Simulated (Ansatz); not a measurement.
A nudged elastic band was laid between two geometries of a periodic cell of 13 atoms, Zr$_{12}$H (host Zr, host structure hcp, interstitial H).

Computed with DFT PBE, scalar-relativistic, plane waves, PAW in Ansatz 0.2.0. Settings: cutoff 420 eV, k mesh 3x2x3, gaussian smearing 0.05 eV, no spin polarisation.

```
movable images  : 3
climbing image  : yes
spring          : 5.0 eV/Å²
optimiser       : fire
start path      : default
force threshold : 0.05 eV/Å
iteration limit : 50
end points      : relaxed
largest step    : 0.5 Å
```

Initial state:

```xyz
13
Lattice="6.4600 0.0000 0.0000 -4.8450 8.3918 0.0000 0.0000 0.0000 5.1454" Properties=species:S:1:pos:R:3
Zr 0.010 0.032 0.014
Zr 0.020 1.892 2.472
Zr -1.618 2.783 -0.056
Zr -1.624 4.635 2.594
Zr -3.234 5.591 0.018
Zr -3.243 7.471 2.566
Zr 3.191 0.030 0.051
Zr 3.232 1.863 2.529
Zr 1.627 2.810 -0.078
Zr 1.632 4.655 2.595
Zr -0.003 5.540 0.097
Zr -0.009 7.457 2.555
H -0.017 7.441 4.561
```

Final state:

```xyz
13
Lattice="6.4600 0.0000 0.0000 -4.8450 8.3918 0.0000 0.0000 0.0000 5.1454" Properties=species:S:1:pos:R:3
Zr 0.026 0.028 -0.010
Zr 0.030 1.888 2.681
Zr -1.609 2.778 0.059
Zr -1.627 4.634 2.543
Zr -3.230 5.581 -0.019
Zr -3.234 7.456 2.581
Zr 3.204 0.024 -0.060
Zr 3.232 1.857 2.615
Zr 1.633 2.806 0.078
Zr 1.632 4.650 2.543
Zr 0.001 5.535 -0.113
Zr 0.005 7.460 2.581
H -0.005 7.436 5.720
```

(1) What changes between the two ends?

(2) Give the energies along the band, and the barrier.

(3) What is the geometry of the highest image?

The band took 23 iterations and roughly 14 core-minutes.

Results:

(1) The atom that moves furthest is H13, by 1.16 Å.

(2) The forces met the threshold. The highest image is number 2 of 0 to 4, 0.187 eV above the ends, which have the same energy within 2 meV. The order of the stationary point at the top wasn't checked. Limits of this set-up: coarse k mesh, odd electron count without spin.

```csv
image,path coordinate (Å),energy (eV)
0,0.00,0.000
1,0.34,0.077
2,0.69,0.187
3,1.04,0.074
4,1.39,-0.001
```

(3) 
```xyz
13
Lattice="6.4600 0.0000 0.0000 -4.8450 8.3918 0.0000 0.0000 0.0000 5.1454" Properties=species:S:1:pos:R:3:forces:R:3
Zr -0.025 0.070 0.067 0.02 0.01 0.01
Zr 0.088 1.893 2.627 0.00 -0.01 0.00
Zr -1.559 2.774 0.011 -0.03 0.00 0.00
Zr -1.635 4.642 2.586 0.00 -0.01 0.00
Zr -3.242 5.621 0.004 0.02 -0.01 0.00
Zr -3.298 7.473 2.575 0.02 0.04 0.00
Zr 3.104 0.033 -0.059 -0.02 -0.01 0.00
Zr 3.325 1.836 2.530 -0.02 0.01 0.00
Zr 1.729 2.822 -0.011 0.01 -0.01 0.01
Zr 1.636 4.650 2.560 0.02 0.01 0.00
Zr 0.018 5.478 -0.019 0.00 0.02 0.00
Zr -0.067 7.444 2.564 0.00 -0.03 0.00
H -0.062 7.430 5.123 0.00 0.00 -0.01
```

Run time: 4.9 min on 4 threads of Intel(R) Xeon(R) Platinum 8488C (Sapphire Rapids) (shared host), peak memory 1.6 GiB.
